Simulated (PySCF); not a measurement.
# C2H9GaO: core binding energies at several levels of theory, part 2 of 2

PySCF 2.14.0. Atoms count from 0.

### 6 Core holes by ΔSCF: HF, X2C

What the job is given:

```
{"job": {"kind": "xps", "xc": "HF"}, "charge": 0, "multiplicity": 1}
C      0.341720     2.213852    -0.482895
O      0.450371     0.847218    -0.822013
C     -0.707013     0.088467    -0.538403
Ga     2.333471    -0.100336    -0.461777
H      0.193825     2.340635     0.603638
H     -0.502838     2.670220    -1.024907
H      1.277465     2.700690    -0.783488
H     -0.926803     0.094440     0.543166
H     -1.568365     0.494782    -1.093142
H     -0.511336    -0.940107    -0.865661
H      3.232222     1.040493    -1.081446
H      2.046087    -1.410827    -1.294240
H      2.208418    -0.177419     1.115842
```

With the program's defaults for keys left out, this is: delta-SCF UKS HF, pcX-2 on the ionised atom, pcseg-1 elsewhere, spin-free X2C.

The log of the run:

```text
ground state, core basis on atom 0 (C), 145 functions
  cycle   1  E = -2093.92888513  |g| = 4.54e-01
  cycle   2  E = -2093.98512337  |g| = 1.86e-01
  cycle   3  E = -2093.99247377  |g| = 5.37e-02
  cycle   4  E = -2093.99320431  |g| = 1.59e-02
  cycle   5  E = -2093.99326217  |g| = 1.87e-03
  cycle   6  E = -2093.99326371  |g| = 3.16e-04
  E(ground) = -2093.99326371 Eh
hole in C 1s of atom 0
  cycle   1  E = -2082.68150032  |g| = 1.48e+00
  cycle   2  E = -2083.03920922  |g| = 7.48e-01
  cycle   3  E = -2083.21558508  |g| = 1.20e-01
  cycle   4  E = -2083.22110390  |g| = 3.74e-02
  cycle   5  E = -2083.22190411  |g| = 1.82e-02
  cycle   6  E = -2083.22246274  |g| = 1.11e-02
  cycle   7  E = -2083.22280624  |g| = 4.42e-03
  cycle   8  E = -2083.22285825  |g| = 1.73e-03
  cycle   9  E = -2083.22286457  |g| = 8.55e-04
  cycle  10  E = -2083.22286624  |g| = 3.65e-04
  E(ion) = -2083.22286624 Eh   <S^2> = 0.7941   hole on atom = 1.000   binding energy = 293.077 eV
ground state, core basis on atom 1 (O), 145 functions
  cycle   1  E = -2094.02360989  |g| = 3.64e-02
  cycle   2  E = -2094.02372144  |g| = 8.96e-03
  cycle   3  E = -2094.02373248  |g| = 5.06e-03
  cycle   4  E = -2094.02373663  |g| = 4.70e-04
  E(ground) = -2094.02373663 Eh
hole in O 1s of atom 1
  cycle   1  E = -2073.38819727  |g| = 2.21e+00
  cycle   2  E = -2073.89061962  |g| = 1.20e+00
  cycle   3  E = -2074.20688306  |g| = 1.15e-01
  cycle   4  E = -2074.21072660  |g| = 2.18e-02
  cycle   5  E = -2074.21110595  |g| = 1.12e-02
  cycle   6  E = -2074.21125040  |g| = 4.42e-03
  cycle   7  E = -2074.21127854  |g| = 1.03e-03
  cycle   8  E = -2074.21127993  |g| = 2.84e-04
  E(ion) = -2074.21127993 Eh   <S^2> = 0.7701   hole on atom = 1.000   binding energy = 539.124 eV
```

Wall time 8.9 s (1 thread of Arm Neoverse V1, shared host); peak memory 0.54 GiB.

Binding energies by hole, beside the orbital energy of the ground state; the difference holds orbital relaxation and, for a density functional, its self-interaction error:

| hole | stands for | environment | ΔSCF (eV) | −ε (eV) | ⟨S²⟩ |
| --- | --- | --- | --- | --- | --- |
| C1s on C0 | C0, C2 | methyl carbon bonded to O | 293.08 | 307.8 | 0.794 |
| O1s on O1 | O1 | donor oxygen of a Lewis adduct | 539.12 | 561.5 | 0.770 |

Each hole run stands for the others of its class of like atoms.

### 7 Core-electron binding energies: SCAN, X2C

Same as in step 6 but for these lines:

```diff
@@ -1,2 +1,2 @@
-{"job": {"kind": "xps", "xc": "HF"}, "charge": 0, "multiplicity": 1}
+{"job": {"kind": "xps", "basis": "pcX-1"}, "charge": 0, "multiplicity": 1}
 C      0.341720     2.213852    -0.482895
```

Method: delta-SCF UKS SCAN, pcX-1 on the ionised atom, pcseg-1 elsewhere, spin-free X2C.

The log of the run:

```text
ground state, core basis on atom 0 (C), 124 functions
  cycle   1  E = -2096.45546754  |g| = 4.07e-01
  cycle   2  E = -2096.41574465  |g| = 6.19e-01
  cycle   3  E = -2096.48965334  |g| = 1.13e-01
  cycle   4  E = -2096.49208602  |g| = 2.60e-02
  cycle   5  E = -2096.49224029  |g| = 7.38e-03
  cycle   6  E = -2096.49225247  |g| = 1.19e-03
  cycle   7  E = -2096.49225372  |g| = 3.91e-04
  E(ground) = -2096.75479641 Eh
hole in C 1s of atom 0
  cycle   1  E = -2085.17898681  |g| = 1.49e+00
  cycle   2  E = -2082.48472111  |g| = 2.42e+00
  cycle   3  E = -2085.38685653  |g| = 8.54e-01
  cycle   4  E = -2085.64300288  |g| = 4.57e-01
  cycle   5  E = -2085.71797717  |g| = 1.29e-01
  cycle   6  E = -2085.72406004  |g| = 2.57e-02
  cycle   7  E = -2085.72444589  |g| = 5.70e-03
  cycle   8  E = -2085.72447316  |g| = 2.42e-03
  cycle   9  E = -2085.72447962  |g| = 1.25e-03
  cycle  10  E = -2085.72448233  |g| = 4.96e-04
  E(ion) = -2085.98588343 Eh   <S^2> = 0.7723   hole on atom = 1.000   binding energy = 293.037 eV
ground state, core basis on atom 1 (O), 124 functions
  cycle   1  E = -2096.49535478  |g| = 4.06e-02
  cycle   2  E = -2096.49515220  |g| = 4.52e-02
  cycle   3  E = -2096.49567616  |g| = 3.88e-03
  cycle   4  E = -2096.49567863  |g| = 2.08e-03
  cycle   5  E = -2096.49568071  |g| = 4.72e-04
  E(ground) = -2096.75610307 Eh
hole in O 1s of atom 1
  cycle   1  E = -2075.83218207  |g| = 2.23e+00
  cycle   2  E = -2074.63655479  |g| = 2.44e+00
  cycle   3  E = -2076.49795872  |g| = 5.96e-01
  cycle   4  E = -2076.63460661  |g| = 1.68e-01
  cycle   5  E = -2076.64794039  |g| = 6.72e-02
  cycle   6  E = -2076.64984196  |g| = 9.04e-03
  cycle   7  E = -2076.64989406  |g| = 3.19e-03
  cycle   8  E = -2076.64990123  |g| = 1.00e-03
  cycle   9  E = -2076.64990289  |g| = 3.85e-04
  E(ion) = -2076.91128106 Eh   <S^2> = 0.7620   hole on atom = 1.000   binding energy = 540.005 eV
```

Run time: 11 s. Hardware: 1 thread of Arm Neoverse V1, shared host; peak memory 0.47 GiB.

Binding energies by hole, beside the orbital energy of the ground state; the difference holds orbital relaxation and, for a density functional, its self-interaction error:

| hole | stands for | environment | ΔSCF (eV) | −ε (eV) | ⟨S²⟩ |
| --- | --- | --- | --- | --- | --- |
| C1s on C0 | C0, C2 | methyl carbon bonded to O | 293.04 | 275.5 | 0.772 |
| O1s on O1 | O1 | donor oxygen of a Lewis adduct | 540.01 | 518.2 | 0.762 |

Each hole run stands for the others of its class of like atoms.

### 8 X-ray photoelectron lines: SCAN, X2C

Same as in step 7 but for these lines:

```diff
@@ -1,2 +1,2 @@
-{"job": {"kind": "xps", "basis": "pcX-1"}, "charge": 0, "multiplicity": 1}
+{"job": {"kind": "xps", "basis": "def2-TZVP"}, "charge": 0, "multiplicity": 1}
 C      0.341720     2.213852    -0.482895
```

Method: delta-SCF UKS SCAN, def2-TZVP on the ionised atom, pcseg-1 elsewhere, spin-free X2C.

The log of the run:

```text
ground state, core basis on atom 0 (C), 131 functions
  cycle   1  E = -2096.47314315  |g| = 4.15e-01
  cycle   2  E = -2096.42855850  |g| = 6.43e-01
  cycle   3  E = -2096.50872433  |g| = 1.16e-01
  cycle   4  E = -2096.51132049  |g| = 2.69e-02
  cycle   5  E = -2096.51148507  |g| = 7.68e-03
  cycle   6  E = -2096.51150307  |g| = 1.36e-03
  cycle   7  E = -2096.51150441  |g| = 4.75e-04
  E(ground) = -2096.77442541 Eh
hole in C 1s of atom 0
  cycle   1  E = -2085.19756458  |g| = 1.46e+00
  cycle   2  E = -2082.49123428  |g| = 2.29e+00
  cycle   3  E = -2085.35617930  |g| = 8.89e-01
  cycle   4  E = -2085.64172692  |g| = 4.67e-01
  cycle   5  E = -2085.72405671  |g| = 1.30e-01
  cycle   6  E = -2085.73028299  |g| = 2.98e-02
  cycle   7  E = -2085.73079562  |g| = 5.81e-03
  cycle   8  E = -2085.73082381  |g| = 2.69e-03
  cycle   9  E = -2085.73083324  |g| = 1.31e-03
  cycle  10  E = -2085.73083482  |g| = 3.48e-04
  E(ion) = -2085.99228044 Eh   <S^2> = 0.7712   hole on atom = 1.000   binding energy = 293.397 eV
ground state, core basis on atom 1 (O), 131 functions
  cycle   1  E = -2096.53505641  |g| = 4.25e-02
  cycle   2  E = -2096.53431180  |g| = 7.53e-02
  cycle   3  E = -2096.53537747  |g| = 7.11e-03
  cycle   4  E = -2096.53538363  |g| = 2.45e-03
  cycle   5  E = -2096.53538657  |g| = 3.19e-04
  E(ground) = -2096.79661856 Eh
hole in O 1s of atom 1
  cycle   1  E = -2075.86765431  |g| = 2.15e+00
  cycle   2  E = -2074.72800174  |g| = 2.22e+00
  cycle   3  E = -2076.47846978  |g| = 6.67e-01
  cycle   4  E = -2076.65892729  |g| = 1.45e-01
  cycle   5  E = -2076.66788204  |g| = 7.17e-02
  cycle   6  E = -2076.67013463  |g| = 8.46e-03
  cycle   7  E = -2076.67018848  |g| = 3.21e-03
  cycle   8  E = -2076.67019728  |g| = 9.79e-04
  cycle   9  E = -2076.67019882  |g| = 4.07e-04
  E(ion) = -2076.93168883 Eh   <S^2> = 0.7616   hole on atom = 1.000   binding energy = 540.552 eV
```

Wall time 13 s (1 thread of Arm Neoverse V1, shared host); peak memory 0.47 GiB.

Binding energies by hole, beside the orbital energy of the ground state; the difference holds orbital relaxation and, for a density functional, its self-interaction error:

| hole | stands for | environment | ΔSCF (eV) | −ε (eV) | ⟨S²⟩ |
| --- | --- | --- | --- | --- | --- |
| C1s on C0 | C0, C2 | methyl carbon bonded to O | 293.40 | 275.5 | 0.771 |
| O1s on O1 | O1 | donor oxygen of a Lewis adduct | 540.55 | 518.4 | 0.762 |

Each hole run stands for the others of its class of like atoms.

### 9 X-ray photoelectron lines: SCAN, non-relativistic

Same as in step 8 but for these lines:

```diff
@@ -1,2 +1,2 @@
-{"job": {"kind": "xps", "basis": "def2-TZVP"}, "charge": 0, "multiplicity": 1}
+{"job": {"kind": "xps", "x2c": false}, "charge": 0, "multiplicity": 1}
 C      0.341720     2.213852    -0.482895
```

With the program's defaults for keys left out, this is: delta-SCF UKS SCAN, pcX-2 on the ionised atom, pcseg-1 elsewhere, non-relativistic.

The log of the run:

```text
ground state, core basis on atom 0 (C), 145 functions
  cycle   1  E = -2081.25358456  |g| = 4.31e-01
  cycle   2  E = -2081.21386177  |g| = 6.31e-01
  cycle   3  E = -2081.29032778  |g| = 1.32e-01
  cycle   4  E = -2081.29363849  |g| = 2.84e-02
  cycle   5  E = -2081.29382494  |g| = 8.63e-03
  cycle   6  E = -2081.29384313  |g| = 1.72e-03
  cycle   7  E = -2081.29384630  |g| = 5.10e-04
  cycle   8  E = -2081.29384490  |g| = 1.54e-04
  E(ground) = -2081.55622436 Eh
hole in C 1s of atom 0
  cycle   1  E = -2069.98104078  |g| = 1.49e+00
  cycle   2  E = -2067.19094715  |g| = 2.48e+00
  cycle   3  E = -2070.21097773  |g| = 8.28e-01
  cycle   4  E = -2070.44657749  |g| = 4.66e-01
  cycle   5  E = -2070.52298871  |g| = 1.32e-01
  cycle   6  E = -2070.52917295  |g| = 2.65e-02
  cycle   7  E = -2070.52955399  |g| = 6.93e-03
  cycle   8  E = -2070.52959142  |g| = 2.66e-03
  cycle   9  E = -2070.52960039  |g| = 1.40e-03
  cycle  10  E = -2070.52960374  |g| = 4.33e-04
  E(ion) = -2070.79083215 Eh   <S^2> = 0.7727   hole on atom = 1.000   binding energy = 292.941 eV
ground state, core basis on atom 1 (O), 145 functions
  cycle   1  E = -2081.31900055  |g| = 5.96e-02
  cycle   2  E = -2081.31847493  |g| = 6.40e-02
  cycle   3  E = -2081.31911524  |g| = 2.72e-02
  cycle   4  E = -2081.31923547  |g| = 5.32e-03
  cycle   5  E = -2081.31924211  |g| = 4.75e-04
  E(ground) = -2081.58004680 Eh
hole in O 1s of atom 1
  cycle   1  E = -2060.66499424  |g| = 2.23e+00
  cycle   2  E = -2059.46402652  |g| = 2.47e+00
  cycle   3  E = -2061.34539073  |g| = 5.87e-01
  cycle   4  E = -2061.47449181  |g| = 1.75e-01
  cycle   5  E = -2061.48901133  |g| = 6.74e-02
  cycle   6  E = -2061.49089118  |g| = 9.47e-03
  cycle   7  E = -2061.49094906  |g| = 3.24e-03
  cycle   8  E = -2061.49095882  |g| = 1.00e-03
  cycle   9  E = -2061.49095814  |g| = 4.17e-04
  E(ion) = -2061.75174523 Eh   <S^2> = 0.7624   hole on atom = 1.000   binding energy = 539.556 eV
```

Run time: 14 s. Hardware: 1 thread of Arm Neoverse V1, shared host; peak memory 0.47 GiB.

The holes in one table. −ε is the ground-state orbital energy:

| hole | stands for | environment | ΔSCF (eV) | −ε (eV) | ⟨S²⟩ |
| --- | --- | --- | --- | --- | --- |
| C1s on C0 | C0, C2 | methyl carbon bonded to O | 292.94 | 275.5 | 0.773 |
| O1s on O1 | O1 | donor oxygen of a Lewis adduct | 539.56 | 518.1 | 0.762 |

Each hole run stands for the others of its class of like atoms.

### 10 Results

What follows sums up all 2 parts.

```
                                          quantity         value
                  C1s binding energies, SCAN/pcX-2  C0 293.03 eV
                  O1s binding energies, SCAN/pcX-2  O1 539.91 eV
                 C1s binding energies, B3LYP/pcX-2  C0 293.12 eV
                 O1s binding energies, B3LYP/pcX-2  O1 539.67 eV
                  C1s binding energies, PBE0/pcX-2  C0 292.51 eV
                  O1s binding energies, PBE0/pcX-2  O1 539.24 eV
                   C1s binding energies, PBE/pcX-2  C0 292.07 eV
                   O1s binding energies, PBE/pcX-2  O1 538.99 eV
                    C1s binding energies, HF/pcX-2  C0 293.08 eV
                    O1s binding energies, HF/pcX-2  O1 539.12 eV
                  C1s binding energies, SCAN/pcX-1  C0 293.04 eV
                  O1s binding energies, SCAN/pcX-1  O1 540.01 eV
              C1s binding energies, SCAN/def2-TZVP  C0 293.40 eV
              O1s binding energies, SCAN/def2-TZVP  O1 540.55 eV
C1s binding energies, SCAN/pcX-2, non-relativistic  C0 292.94 eV
O1s binding energies, SCAN/pcX-2, non-relativistic  O1 539.56 eV
```

**Reading.** Single values in the summary come from the first run of each kind that ended normally (SCAN/pcX-2), which need not be the best level.
